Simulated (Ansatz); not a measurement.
# CH2Ge (triplet): the correlation ladder, cc-pVTZ

An exercise on one series of results from a longer session: the logs are not shown, and one member is left open.

The runs use Ansatz 0.2.0, Gaussian basis; cc-pVTZ, core rule «outside noble gas», up to 15 orbitals frozen.

The runs, in order: UHF; CCSD(T) on ROHF; CCSD(T) on UHF; BCCD(T) on ROHF; CCSDT(Q) on ROHF; CCSDT(Q) on UHF; CASSCF and MRCISD+Q, 10 electrons in 10 orbitals; CASSCF and NEVPT2, 10 electrons in 10 orbitals.

4 further runs of the same task are left out: 4 set aside as unsound or not needed.

## The system

The geometry is a PBE0/def2-TZVP stationary point (not a proven minimum) of the parent state, kept for this charge and spin. No spin-orbit coupling is included. The filled d shell of Ge may be among the frozen orbitals whatever the setting's name suggests; the logs give the count.

4 atoms, charge 0, spin multiplicity 3.

Atoms are counted from 1 here; the program's logs count them from 0.

Bond lengths: Ge1–C2 1.786 Å, C2–H3 1.089 Å, C2–H4 1.089 Å. Angles: Ge1–C2–H3 123.1°, Ge1–C2–H4 123.1°, H3–C2–H4 113.7°.

Coordinates:

```
Ge    0.00000    0.00000    0.30297
C     0.00000    0.00000   -1.48340
H     0.00000   -0.91220   -2.07900
H     0.00000    0.91220   -2.07900
```

Set-up of the first run:

The input, in.yaml:

```yaml
crystal:
  periodic: [false, false, false]
  atoms:
    - {symbol: Ge, position_ang: [0.000000, 0.000000, 0.302970]}
    - {symbol: C, position_ang: [0.000000, 0.000000, -1.483402]}
    - {symbol: H, position_ang: [0.000000, -0.912198, -2.078999]}
    - {symbol: H, position_ang: [0.000000, 0.912198, -2.078999]}
basis:
  gaussian: {orbitals: cc-pVTZ}
magnetization: {spin_polarized: true, initial_magnetization: 2}
hamiltonian: {xc: hf}
output: {orbitals: {seedname: orbitals}}
```

The run is started by

```bash
> ansatz run in.yaml --threads 1 --pin off --events-out ev --progress --plain --max-ram 4096MiB --backend cpu
```

Among the steps run: UHF; CCSD(T) on ROHF; CCSD(T) on UHF; BCCD(T) on ROHF; CCSDT(Q) on ROHF; CCSDT(Q) on UHF; CASSCF and MRCISD+Q, 10 electrons in 10 orbitals; CASSCF and NEVPT2, 10 electrons in 10 orbitals.

One of the session's tables, all rows but one given; the rest of the session is left out.

```
          method  from UCCSDT(Q) (meV)
            ROHF               +7078.3
             UHF               +6888.0
            RMP2               +1061.6
            UMP2               +1098.9
           RCCSD                +287.3
           UCCSD                +277.1
        RCCSD(T)                 +41.6
        UCCSD(T)                     ?
         BCCD(T)                 +41.2
          RCCSDT                 +15.3
          UCCSDT                  +9.9
       RCCSDT(Q)                  +5.4
       UCCSDT(Q)                     0
  CASSCF valence               +4939.3
  NEVPT2 valence               +1110.4
  MRCISD valence                +383.6
MRCISD+Q valence                 +50.8
```

Estimate the missing values for UCCSD(T).

As computed: from UCCSDT(Q) (meV): +37.4. In the column «from UCCSDT(Q) (meV)» it lies between RCCSDT (+15.3) and BCCD(T) (+41.2).

Among the levels timed on like hardware and quicker than the yardstick, those that no quicker one beats, quickest first: NEVPT2 valence (13 s, +1110.4 meV); MRCISD+Q valence (14 s, +50.8 meV); RCCSD(T) (18 s, +41.6 meV); UCCSD(T) (23 s, +37.4 meV).

Caveats from the session: Of the multireference levels listed MRCISD+Q valence comes nearest in total energy (+50.8 meV), which doesn't show that its space is the better one. Restricted and unrestricted rows rest on different reference determinants; where their highest levels disagree by more than a few hundredths of an eV, they describe different states and don't form one ladder.
